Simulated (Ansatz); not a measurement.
Turn this script for Ansatz's Python interface into the input file that the command-line program reads.

`energy_c4h6bcl.py`:
```python
"""Single point of C4H6BCl."""

import json

import ansatz as az
import numpy as np

GEOMETRY = """
C     0.66870   -1.47810   -1.75580
C     0.24950   -0.61890   -0.82250
C    -0.14710    0.20430    0.11390
C     0.29930   -0.08390    1.55380
B    -0.91160    1.48980   -0.27030
Cl   -1.46330    2.71160    1.03840
H     1.19890   -2.32800   -1.51880
H     0.41120   -1.19680   -2.80380
H     0.85090    0.74330    2.01500
H     0.79410   -1.04540    1.67700
H    -0.71790   -0.18060    2.17440
H    -1.15560    1.72750   -1.36730
"""


def main() -> None:
    molecule = az.Crystal.molecule()
    for line in GEOMETRY.strip().splitlines():
        symbol, *xyz = line.split()
        molecule = molecule.atom(symbol, [float(v) for v in xyz])

    job = (
        molecule.calculation()
        .basis(gaussian="6-31G")
        .functional("LC-wPBE")
        .forces()
    )
    result = job.run(threads=1, backend="cpu")
    data = result.report

    print("reference energy %16.6f eV" % data["reference_energy_ev"])
    print("total energy     %16.6f eV" % data["free_energy_ev"])
    print("occupied orbitals outside the frozen core (up, down):", data["n_occupied"], " frozen:", data["n_frozen"], " virtual:", data["n_virtual"])

    state = data["mean_field"]["state"]
    print(f"mean field: {state['energy']['hartree']:.7f} Ha, <S^2> = {abs(state['spin_squared']):.4f}, stability: {state.get('stability', {}).get('kind')}")

    symbols = [site.symbol for site in molecule.cartesian_sites]
    print("forces (eV/A)")
    for symbol, f in zip(symbols, data["forces_ev_ang"]):
        print(f"  {symbol:2s} {f[0]:9.4f} {f[1]:9.4f} {f[2]:9.4f}")

    charges = data["charge_distribution"]
    print("dipole moment", round(4.803205 * float(np.linalg.norm(charges["dipole_moment_e_ang"])), 3), "D")
    print("Mulliken:", [(s, round(q, 3)) for s, q in zip(symbols, charges["mulliken_charges_e"])])
    with open("c4h6bcl.json", "w") as handle:
        json.dump({k: data[k] for k in ("free_energy_ev", "reference_energy_ev", "n_occupied", "n_virtual")}, handle, indent=1)


if __name__ == "__main__":
    main()
```

```console
$ python energy_c4h6bcl.py
reference energy    -17432.356513 eV
total energy        -17432.356513 eV
occupied orbitals outside the frozen core (up, down): [26, 26]  frozen: 0  virtual: [44, 44]
mean field: -640.6272858 Ha, <S^2> = 0.0000, stability: minimum
forces (eV/A)
  C    -2.0480    3.6008   -0.2269
  C     1.1045   -2.0001   -2.1036
  C    -1.2186    2.2326    1.1510
  C    -2.3319    0.3698    1.5246
  B     0.0903   -1.4408    1.9136
  Cl    0.5555   -0.8333   -0.8477
  H     0.3722   -2.4101    0.3927
  H     1.1559   -0.0706    0.7274
  H     0.1206   -0.2705   -0.1516
  H     0.3270    0.0957   -0.0672
  H     2.2245    0.2448   -1.3357
  H    -0.3522    0.4816   -0.9767
dipole moment 4.35 D
Mulliken: [('C', -0.541), ('C', 0.267), ('C', -0.229), ('C', -0.479), ('B', 0.123), ('Cl', -0.186), ('H', 0.224), ('H', 0.232), ('H', 0.202), ('H', 0.174), ('H', 0.195), ('H', 0.018)]
```

`input.yaml`:
```yaml
crystal:
  periodic: [false, false, false]
  atoms:
    - { symbol: C, position_ang: [0.6687, -1.4781, -1.7558] }
    - { symbol: C, position_ang: [0.2495, -0.6189, -0.8225] }
    - { symbol: C, position_ang: [-0.1471, 0.2043, 0.1139] }
    - { symbol: C, position_ang: [0.2993, -0.0839, 1.5538] }
    - { symbol: B, position_ang: [-0.9116, 1.4898, -0.2703] }
    - { symbol: Cl, position_ang: [-1.4633, 2.7116, 1.0384] }
    - { symbol: H, position_ang: [1.1989, -2.328, -1.5188] }
    - { symbol: H, position_ang: [0.4112, -1.1968, -2.8038] }
    - { symbol: H, position_ang: [0.8509, 0.7433, 2.015] }
    - { symbol: H, position_ang: [0.7941, -1.0454, 1.677] }
    - { symbol: H, position_ang: [-0.7179, -0.1806, 2.1744] }
    - { symbol: H, position_ang: [-1.1556, 1.7275, -1.3673] }
basis:
  gaussian:
    orbitals: "6-31G"
hamiltonian:
  xc: lc_wpbe
output:
  forces: true
```

These settings explore the input space; basis and method may be short of convergence. The geometry is a force-field or estimated start, not a minimum of this method, and the basis set is short of its limit. Timing: 2 s on 1 thread of AMD EPYC 9R45 96-Core Processor (Zen 5), on a shared host, peak memory 0.22 GiB.

(A comment or docstring line of the script was reworded after the run, the code is as it ran; lines on the test bed's own set-up are left out of the output.)
